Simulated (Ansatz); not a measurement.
Task: a relaxed scan of one distance of CH3BTe, SMILES B1C[Te]1, with the Ansatz DFT code, driven from Python. Give the script and its output. Level of theory (for the species named): B3LYP, def2-SVP basis, multiplicity 1, D3BJ dispersion.

```xyz
6

B    -0.5389   -0.6089   -0.5257
C     0.2622    0.4708    0.2717
Te    1.1589   -1.2397    0.8234
H    -1.3944   -0.8032   -1.2867
H     0.8715    1.1275   -0.4006
H    -0.3172    0.9895    1.0717
```

`relaxed_scan_ch3bte.py`:
```python
"""One bond of CH3BTe held at set lengths while the rest relaxes."""

import ansatz as az
import numpy as np

geometry_ang = [
    ("B", [-0.5389, -0.6089, -0.5257]),
    ("C", [0.2622, 0.4708, 0.2717]),
    ("Te", [1.1589, -1.2397, 0.8234]),
    ("H", [-1.3944, -0.8032, -1.2867]),
    ("H", [0.8715, 1.1275, -0.4006]),
    ("H", [-0.3172, 0.9895, 1.0717]),
]
ch3bte = az.Crystal.molecule()
for symbol, xyz in geometry_ang:
    ch3bte = ch3bte.atom(symbol, xyz)

job = (
    ch3bte.calculation()
    .basis(gaussian="def2-SVP")  # atom-centred Gaussian functions
    .functional("b3lyp", dispersion="d3bj")
)
symbols = [site.symbol for site in ch3bte.cartesian_sites]
pairs = [(0, 1), (0, 2), (0, 3), (1, 2), (1, 4), (1, 5)]
print("held (A)   E (eV)        ", "  ".join(f"{symbols[i]}{i}-{symbols[j]}{j}" for i, j in pairs))
for length in [1.44, 1.56, 1.69, 1.88, 2.11]:
    rep = job.relax(constraints=[az.DistanceConstraint((0, 1), at=length)], force_tolerance=0.02, max_steps=60).run().report
    xyz = np.array(rep["positions_ang"])
    print(f"{length:6.2f} {rep['free_energy_ev']:14.5f}  ", "  ".join(f"{np.linalg.norm(xyz[i] - xyz[j]):.3f}" for i, j in pairs))
```

Running `python relaxed_scan_ch3bte.py` prints:
```text
held (A)   E (eV)         B0-C1  B0-Te2  B0-H3  C1-Te2  C1-H4  C1-H5
DeckWarning: relax.constraints: the input's atoms, or those drawn, lie off the distances that are held; a relaxation that starts there is brought onto them ahead of its first SCF, by positions alone, an atom by 6.16e-2 Å at the most. With the symmetry [...]
  1.44    -9055.86549   1.440  2.131  1.195  2.287  1.097  1.097
  1.56    -9055.94623   1.560  2.116  1.194  2.283  1.096  1.096
  1.69    -9055.68703   1.690  2.103  1.194  2.275  1.095  1.095
  1.88    -9055.03425   1.880  2.088  1.194  2.258  1.092  1.092
  2.11    -9054.19173   2.110  2.075  1.192  2.226  1.091  1.091
```
(Warnings from the package without file and line, shortened, repeats left out.)

Caveats:
- Total energies depend on the basis set; only differences at equal settings carry meaning.
- The energies are electronic: no zero-point or thermal terms, and the basis set is short of its limit.
- def2 sets replace the cores of elements past krypton by effective core potentials.
- b3lyp holds the VWN-RPA fit, as in Gaussian; the form of ORCA and Turbomole is b3lyp5.
- It ran for 97 s on 1 thread of Arm Neoverse V1 (shared host), peak memory 0.22 GiB.
